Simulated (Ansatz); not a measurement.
# C₂H₇F₃O₃W: one species, many methods

One table from this session's results is given with a row withheld; the runs are named, their logs left out.

Method: functionals in def2-TZVPP, the program's frozen cores in correlated methods; program: Ansatz 0.2.0, Gaussian basis.

Levels to be run: LDA (SPW92), PBE-D4, revPBE-D4, BLYP-D4, r2SCAN-D4, B97M-V, PBE0-D4, B3LYP-D4, r2SCANh-D4, r2SCAN0-D4, HSE06-D4, BHLYP-D4, CAM-B3LYP-D4, LC-ωPBE, ωB97X-V, ωB97M-V, B2PLYP, PBE-QIDH; CCSD(T)/def2-SVP; CCSD(T)/def2-TZVPP; MP2/def2-QZVPP; extrapolation to the limit.

## The geometry

An earlier PBE0-D4 in a triple-zeta def2 set relaxation fixed the geometry. W takes the def2 core potential; no spin-orbit term is included.

SMILES `C[O][W]([OH])([F])([F])([F])[O]C`, 16 atoms, charge 0, spin multiplicity 1.

Atoms are counted from 1 here; the program's logs count them from 0.

Bond lengths: C1–O2 1.398 Å, C1–H10 1.093 Å, C1–H11 1.092 Å, C1–H12 1.092 Å, O2–W3 1.840 Å, W3–O4 1.887 Å, W3–F5 1.883 Å, W3–F6 1.880 Å, W3–F7 1.887 Å, W3–O8 1.840 Å, O4–H13 0.961 Å, O8–C9 1.400 Å, C9–H14 1.091 Å, C9–H15 1.093 Å, C9–H16 1.093 Å. Angles: O2–C1–H10 109.6°, O2–C1–H11 109.1°, O2–C1–H12 109.1°, H10–C1–H11 109.8°, H10–C1–H12 109.9°, H11–C1–H12 109.3°, C1–O2–W3 142.0°, O2–W3–O4 96.6°, O2–W3–F5 94.9°, O2–W3–F6 168.2°, O2–W3–F7 84.4°, O2–W3–O8 94.8°, O4–W3–F5 84.0°, O4–W3–F6 95.2°, O4–W3–F7 171.2°, O4–W3–O8 89.6°, F5–W3–F6 85.8°, F5–W3–F7 87.3° and more.

As a file:

```xyz
16
C2H7F3O3W
C     1.9218   -0.2760   -1.9714
O     0.6535   -0.1067   -1.4092
W    -0.2159    0.7159   -0.0111
O    -1.9670    0.4699   -0.6690
F    -0.3444    2.3905   -0.8629
F    -0.7460    1.6226    1.5478
F     1.5204    1.2233    0.5272
O    -0.3887   -0.8189    0.9883
C    -1.0617   -1.2649    2.1321
H     2.6693    0.2181   -1.3447
H     1.9310    0.1611   -2.9725
H     2.1420   -1.3437   -2.0417
H    -2.4036    1.1567   -1.1797
H    -0.4865   -2.0719    2.5889
H    -1.1777   -0.4374    2.8369
H    -2.0467   -1.6388    1.8408
```

The first run:

Contents of in.yaml:

```yaml
crystal:
  periodic: [false, false, false]
  atoms:
    - {symbol: C, position_ang: [1.921827, -0.275954, -1.971440]}
    - {symbol: O, position_ang: [0.653487, -0.106677, -1.409159]}
    - {symbol: W, position_ang: [-0.215873, 0.715884, -0.011096]}
    - {symbol: O, position_ang: [-1.966978, 0.469939, -0.668980]}
    - {symbol: F, position_ang: [-0.344357, 2.390535, -0.862884]}
    - {symbol: F, position_ang: [-0.745972, 1.622583, 1.547833]}
    - {symbol: F, position_ang: [1.520427, 1.223348, 0.527246]}
    - {symbol: O, position_ang: [-0.388722, -0.818856, 0.988320]}
    - {symbol: C, position_ang: [-1.061689, -1.264940, 2.132126]}
    - {symbol: H, position_ang: [2.669342, 0.218098, -1.344748]}
    - {symbol: H, position_ang: [1.931023, 0.161146, -2.972531]}
    - {symbol: H, position_ang: [2.142034, -1.343666, -2.041703]}
    - {symbol: H, position_ang: [-2.403644, 1.156665, -1.179655]}
    - {symbol: H, position_ang: [-0.486480, -2.071908, 2.588939]}
    - {symbol: H, position_ang: [-1.177686, -0.437373, 2.836897]}
    - {symbol: H, position_ang: [-2.046728, -1.638835, 1.840825]}
basis:
  gaussian: {orbitals: def2-TZVPP}
hamiltonian: {xc: lda}
output: {orbitals: {seedname: orbitals}}
```

Run with:

```console
$ ansatz run in.yaml --threads 4 --pin off --events-out ev --progress --plain --max-ram 41984MiB --backend cuda --devices 0, --max-vram 37GiB
```

Steps of the session up to this table: LDA; PBE-D4 (GGA); revPBE-D4 (GGA); BLYP-D4 (GGA); r2SCAN-D4 (meta-GGA); B97M-V (meta-GGA); PBE0-D4 (hybrid); B3LYP-D4 (hybrid); r2SCANh-D4 (hybrid); r2SCAN0-D4 (hybrid); HSE06-D4 (hybrid); BHLYP-D4 (hybrid); CAM-B3LYP-D4 (range-separated); LC-ωPBE (range-separated); ωB97X-V (range-separated); ωB97M-V (range-separated); B2PLYP (double hybrid); PBE-QIDH (double hybrid).

One table of the session follows, with a row left open; its other results are not shown here.

It belongs to the step «Frontier levels by functional». 

| functional | HOMO (eV) | LUMO (eV) | gap (eV) |
| --- | --- | --- | --- |
| LDA (SPW92) | -7.59 | -3.31 | 4.28 |
| PBE-D4 | ? | ? | ? |
| revPBE-D4 | -7.37 | -3.02 | 4.35 |
| BLYP-D4 | -7.35 | -3.04 | 4.32 |
| r2SCAN-D4 | -7.80 | -3.11 | 4.69 |
| B97M-V | -7.93 | -3.13 | 4.80 |
| PBE0-D4 | -9.04 | -2.49 | 6.55 |
| B3LYP-D4 | -8.80 | -2.72 | 6.09 |
| r2SCANh-D4 | -8.40 | -2.87 | 5.53 |
| r2SCAN0-D4 | -9.29 | -2.49 | 6.81 |
| HSE06-D4 | -8.63 | -2.86 | 5.77 |
| BHLYP-D4 | -10.59 | -1.71 | 8.87 |
| CAM-B3LYP-D4 | -10.48 | -1.44 | 9.03 |
| LC-ωPBE | -11.77 | -0.25 | 11.52 |
| ωB97X-V | -11.45 | -0.34 | 11.11 |
| ωB97M-V | -11.38 | -0.38 | 10.99 |

Estimate the missing values for PBE-D4.

**Answer.** HOMO (eV): -7.43; LUMO (eV): -3.10; gap (eV): 4.33. In the column «HOMO (eV)» it lies between LDA (SPW92) (-7.59) and revPBE-D4 (-7.37).
